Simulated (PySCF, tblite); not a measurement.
# C₄H₈F₂Si: geometry, infrared bands and NMR shifts

What infrared bands and NMR shifts should C₄H₈F₂Si (`F[C@@H]1CC[SiH2][C@H]1F`) show?

The runs use tblite 0.8.0 and PySCF 2.14.0, with density-fitted response routines of our own; the level of theory stands in each step. All values are computed, except where a source is named. Atoms are numbered from 0 throughout.

## 1. The molecule as given

15 atoms, charge 0, multiplicity 1; geometry from: force field or distance geometry start.

Bonds of the start (Å): F0–C1 1.41, C1–C2 1.50, C2–C3 1.51, C3–Si4 1.87, Si4–C5 1.89, C5–F6 1.37, C5–C1 1.52, C1–H7 1.09, C2–H8 1.11, C2–H9 1.11, C3–H10 1.10, C3–H11 1.11, Si4–H12 1.46, Si4–H13 1.45, C5–H14 1.10.

## 2. Optimising the geometry with GFN2-xTB

The job: settings as JSON, then the geometry in Å.

```
{"job": {"kind": "relax", "xc": "GFN2-xTB", "basis": "xTB"}, "charge": 0, "multiplicity": 1}
F      0.101200     0.112900     1.824100
C     -0.887700     0.243500     0.827700
C     -0.785600    -1.015600     0.011200
C      0.626700    -1.141700    -0.495600
Si     1.297700     0.597900    -0.353700
C     -0.385500     1.386900    -0.038900
F     -1.109700     1.420700    -1.196000
H     -1.861600     0.435500     1.268700
H     -1.490900    -0.905700    -0.832500
H     -1.049000    -1.881800     0.654400
H      0.588100    -1.453800    -1.549700
H      1.221200    -1.879700     0.080400
H      2.110900     0.671800     0.851600
H      1.931600     1.072300    -1.572700
H     -0.311800     2.344900     0.499300
```

Launch:

```sh
$ OMP_NUM_THREADS=1 python probes_run.py task.json out
```

This one command runs all jobs of the session in turn.

**Question.** This job is followed by: GFN2-xTB harmonic vibrations, gas phase; GIAO PBE0/pcSseg-1 NMR shielding, non-relativistic, gas phase. Predict these results of the whole session: strongest single infrared mode (GFN2-xTB); zero-point energy (GFN2-xTB); 13C shifts against TMS (PBE0/pcSseg-1); 1H shifts against TMS (PBE0/pcSseg-1); 19F shifts against CFCl3 (PBE0/pcSseg-1); 29Si shifts against TMS (PBE0/pcSseg-1).

**Answer**, as computed:

```
                                 quantity                                               value
strongest single infrared mode (GFN2-xTB)                               2304 cm⁻¹, 331 km/mol
             zero-point energy (GFN2-xTB)                                       69.3 kcal/mol
   13C shifts against TMS (PBE0/pcSseg-1)                          100.5, 92.7, 34.9, 5.6 ppm
    1H shifts against TMS (PBE0/pcSseg-1)  5.37, 5.23, 4.40, 4.26, 2.50, 1.73, 1.18, 1.12 ppm
 19F shifts against CFCl3 (PBE0/pcSseg-1)                                  -221.1, -252.3 ppm
  29Si shifts against TMS (PBE0/pcSseg-1)                                           -28.1 ppm
```

What this shows: The optimisation took 68 steps and gained 0.503 eV; among the close pairs (by a distance rule), Si4–C5 changed most, from 1.885 to 1.929 Å. No mode is imaginary among the 39: a minimum at this level. The strongest single mode, at 2304 cm⁻¹, moves mainly H13. Unscaled tight-binding wavenumbers are off by several per cent, some by more. Its intensities can rank the bands wrongly. C1 (sp3 CH bonded to F) lies farthest downfield among carbon, at 100.5 ppm; deshielded by the electronegative neighbour. H7 (hydrogen on an sp3 CH bonded to F) lies farthest downfield among hydrogen, at 5.37 ppm; its carbon carries F, hence the downfield position.
